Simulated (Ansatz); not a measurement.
# TaGe2: a short molecular-dynamics run

Method: DFT PBE+D3(BJ), plane waves, PAW, scalar-relativistic, no spin polarisation, in Ansatz 0.2.0.

## 1. The starting structure

The cell holds 9 atoms (Ge6Ta3): a = 4.971 Å, b = 5.511 Å, c = 5.478 Å, α = 100.66°, β = 96.84°, γ = 78.88°.

As a file:

```cif
data_structure
_symmetry_space_group_name_H-M 'P 1'
_symmetry_Int_Tables_number 1
_cell_length_a 4.9705
_cell_length_b 5.5111
_cell_length_c 5.4780
_cell_angle_alpha 100.662
_cell_angle_beta 96.841
_cell_angle_gamma 78.875
_cell_volume 144.15
loop_
_atom_site_label
_atom_site_type_symbol
_atom_site_fract_x
_atom_site_fract_y
_atom_site_fract_z
_atom_site_occupancy
Ge1 Ge 0.91004 0.91675 0.06752 1
Ge2 Ge 0.14943 0.17659 0.36295 1
Ge3 Ge 0.96211 0.00935 0.67834 1
Ge4 Ge 0.71177 0.77060 0.38138 1
Ge5 Ge 0.27499 0.67939 0.26066 1
Ge6 Ge 0.02068 0.58066 0.69964 1
Ta1 Ta 0.44300 0.80979 0.85142 1
Ta2 Ta 0.81385 0.38933 0.02509 1
Ta3 Ta 0.60792 0.35563 0.49451 1
```

## 2. Dynamics

Input file input.yaml:

```yaml
crystal:
  lattice:
    - [4.95718, 0.182285, -0.314946]
    - [0.86444, 5.442826, -0.025216]
    - [-0.276831, -0.957307, 5.386554]
  atoms:
    - { symbol: Ge, position: [0.91004, 0.916748, 0.067516] }
    - { symbol: Ge, position: [0.149428, 0.176593, 0.362951] }
    - { symbol: Ge, position: [0.96211, 0.009348, 0.678336] }
    - { symbol: Ge, position: [0.711774, 0.770598, 0.381382] }
    - { symbol: Ge, position: [0.274989, 0.679389, 0.260662] }
    - { symbol: Ge, position: [0.02068, 0.580661, 0.699644] }
    - { symbol: Ta, position: [0.443004, 0.809789, 0.851422] }
    - { symbol: Ta, position: [0.813845, 0.389326, 0.025092] }
    - { symbol: Ta, position: [0.607916, 0.355629, 0.494513] }
kpoints:
  mp_grid: { grid: [3, 3, 3] }
magnetization:
  spin_polarized: false
scf:
  occupations: { method: tetrahedron_uncorrected }
hamiltonian:
  pseudopotentials: { kind: paw }
  xc: pbe
  dispersion: d3bj
basis:
  ecutwfc: 420
md:
  timestep: 0.5
  n_steps: 20
  ensemble: nvt_nose_hoover
  temperature: 300.0
  initial_velocities: maxwell_boltzmann
  seed: 48017
```

Launch:

```sh
$ ansatz run input.yaml --threads 2 --pin off --max-ram 2560MiB --backend cpu --events-out ev --progress --plain --runs-dir out
```

What time and memory should one allow on 2 threads of Arm Neoverse N1, shared host?

About 2.9 min, with a peak of 0.57 GiB.
